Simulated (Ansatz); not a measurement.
Predict the output of the script below (Ansatz's Python interface).

Script `run_fdcheck.py`:
```python
'''Forces and pressure of CaPd against finite differences of the energy with displaced atoms.'''

import warnings

import ansatz as az
import numpy as np

XC = 'LDA'
SIGMA = 0.1
CUTOFF = 540
KGRID = (6, 6, 6)
SCF_TOL = 1e-09

VECTORS = np.array([
    [3.5266, -0.07366, -0.06079],
    [-0.07366, 3.53291, 0.00035],
    [-0.06079, 0.00035, 3.46578],
])
SITES = [
    ('Ca', (0.01142, 0.9842, 0.03344)),
    ('Pd', (0.51809, 0.50853, 0.49086)),
]


def on_lattice(cell):
    crystal = az.Crystal(lattice=az.Lattice.of(cell))
    for symbol, position in SITES:
        crystal = crystal.atom(symbol, position)
    return crystal

warnings.simplefilter('ignore', az.DeckWarning)

def solve(crystal):
    return (
        crystal.calculation()
        .functional(XC)
        .occupations(az.OccupationsMethod.GAUSSIAN, width=SIGMA)
        .basis(CUTOFF, xc_grid=2)
        .kpoints(*KGRID)
        .scf(tolerance=SCF_TOL)
        .forces()
        .stress()
        .run(threads=1)
    ).report


centre = solve(on_lattice(VECTORS))
start = on_lattice(VECTORS)
# central difference: F = -(E(+h) - E(-h)) / 2h
print(f'force on atom 0 along x: analytic {centre["forces_ev_ang"][0][0]:.4f} eV/A')
for h in (0.004, 0.016):
    shift = np.eye(3)[0] * h @ np.linalg.inv(VECTORS)
    plus, minus = (solve(start.move(0, to=np.array(SITES[0][1]) + sign * shift))['lagrangian_ev'] for sign in (1, -1))
    print(f'  step {h} A: numerical {-(plus - minus) / (2 * h):.4f} eV/A')
# P = -dF/dV; the difference feels the change of the plane-wave count with the cell
volume = abs(np.linalg.det(VECTORS))
larger, smaller = (solve(on_lattice(VECTORS * (1 + sign * 0.005) ** (1 / 3)))['lagrangian_ev'] for sign in (1, -1))
numerical = -(larger - smaller) / (0.01 * volume) * 160.21766
print(f'pressure: analytic {np.trace(centre["stress_gpa"]) / 3:.3f}, numerical {numerical:.3f} GPa')
```

```console
$ python run_fdcheck.py
force on atom 0 along x: analytic 0.0467 eV/A
  step 0.004 A: numerical 0.0467 eV/A
  step 0.016 A: numerical 0.0467 eV/A
pressure: analytic -4.057, numerical -4.055 GPa
```

Notes:
- The mesh is modest for a metal, so energies can be off by several to tens of meV an atom and pressures by half a GPa or more; differences at equal mesh fare better.
- The program warned that this SCF threshold is loose for forces or stresses.
- Pressure is positive in compression.
- The cell is a database structure, distorted on purpose.
- The central difference errs as the square of the step, so the shorter step is the fairer test; what remains comes from the finite grid and the SCF threshold.
- The script silences the warnings on its input, which a real study should read.
- The whole script took 68 s on 1 thread of Arm Neoverse V2, on a shared host, peak memory 0.47 GiB.
